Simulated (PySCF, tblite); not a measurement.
# C₈H₁₀NP: geometry, infrared bands and NMR shifts

What infrared bands and NMR shifts should C₈H₁₀NP (`C=CC1=C(C)P1CCC#N`) show?

The runs use tblite 0.8.0 and PySCF 2.14.0, with density-fitted response routines of our own; the level of theory stands in each step. All values are computed, except where a source is named. Atoms are numbered from 0 throughout.

**1. The starting structure**

20 atoms, charge 0, multiplicity 1; geometry from: force field or distance geometry start.

Bonds of the start (Å): C0–C1 1.33, C1–C2 1.48, C2–C3 1.33, C3–C4 1.52, C3–P5 1.84, P5–C6 1.81, C6–C7 1.51, C7–C8 1.45, C8–N9 1.16, P5–C2 1.85, C0–H10 1.08, C0–H11 1.08, C1–H12 1.08, C4–H13 1.10, C4–H14 1.10, C4–H15 1.12, C6–H16 1.12, C6–H17 1.14, C7–H18 1.12, C7–H19 1.11.

**2. Relaxing the molecule with GFN2-xTB**

The job: settings as JSON, then the geometry in Å.

```
{"job": {"kind": "relax", "xc": "GFN2-xTB", "basis": "xTB"}, "charge": 0, "multiplicity": 1}
C      1.912500     2.181800    -1.109400
C      1.932400     1.384100    -0.042800
C      1.231500     0.085500    -0.162400
C      0.895500    -1.047600     0.452000
C      0.967000    -1.915500     1.702500
P      0.209300    -1.006900    -1.249900
C     -1.545900    -0.682900    -1.546700
C     -2.324700    -0.094000    -0.398300
C     -1.734000     1.179000    -0.044200
N     -1.254800     2.193700     0.236900
H      1.352800     1.794000    -1.953900
H      2.396100     3.145500    -1.100000
H      2.439300     1.646000     0.874500
H      1.934500    -1.822100     2.222300
H      0.146200    -1.702700     2.404200
H      0.862700    -2.998000     1.426200
H     -1.634400     0.026400    -2.402600
H     -2.037500    -1.658900    -1.855700
H     -3.373800     0.068200    -0.758600
H     -2.379700    -0.765000     0.483700
```

Started as:

```bash
$ OMP_NUM_THREADS=1 python probes_run.py task.json out
```

This one command runs all jobs of the session in turn.

**Question.** This job is followed by: GFN2-xTB harmonic vibrations, gas phase; GIAO PBE0/pcSseg-1 NMR shielding, non-relativistic, gas phase. What will the session give for the following? strongest single infrared mode (GFN2-xTB); zero-point energy (GFN2-xTB); 13C shifts against TMS (PBE0/pcSseg-1); 1H shifts against TMS (PBE0/pcSseg-1, means over atoms taken as alike); 31P shifts against H3PO4 (PBE0/pcSseg-1); 15N shifts against NH3 (PBE0/pcSseg-1).

As calculated:

| quantity | value |
| --- | --- |
| strongest single infrared mode (GFN2-xTB) | 2409 cm⁻¹, 147 km/mol |
| zero-point energy (GFN2-xTB) | 96.0 kcal/mol |
| 13C shifts against TMS (PBE0/pcSseg-1) | 137.5, 135.2, 133.1, 132.3, 125.7, 29.4, 17.9, 15.4 ppm |
| 1H shifts against TMS (PBE0/pcSseg-1, means over atoms taken as alike) | 7.44, 6.25, 6.11, 2.79, 1.95, 1.23 ppm |
| 31P shifts against H3PO4 (PBE0/pcSseg-1) | -197.2 ppm |
| 15N shifts against NH3 (PBE0/pcSseg-1) | 306.4 ppm |

Relaxing lowered the energy by 0.785 eV in 80 steps; the close pair that moved most is P5–C6, from 1.809 to 1.899 Å. The lowest mode is imaginary (63i cm⁻¹), so the xTB geometry is not a minimum. The strongest single mode, at 2409 cm⁻¹, moves mainly C8 and N9. GFN2-xTB is a fitted tight-binding method: band positions and strengths are rough. Its intensities can rank the bands wrongly. C0 (terminal =CH2 carbon) lies farthest downfield among carbon, at 137.5 ppm; the olefinic region. The most deshielded hydrogen is H12 (hydrogen on an alkene CH), at 7.44 ppm: olefinic region. At PBE0/pcSseg-1: The widest tensor belongs to P5: span 748 ppm, with a paramagnetic part of -451 ppm.
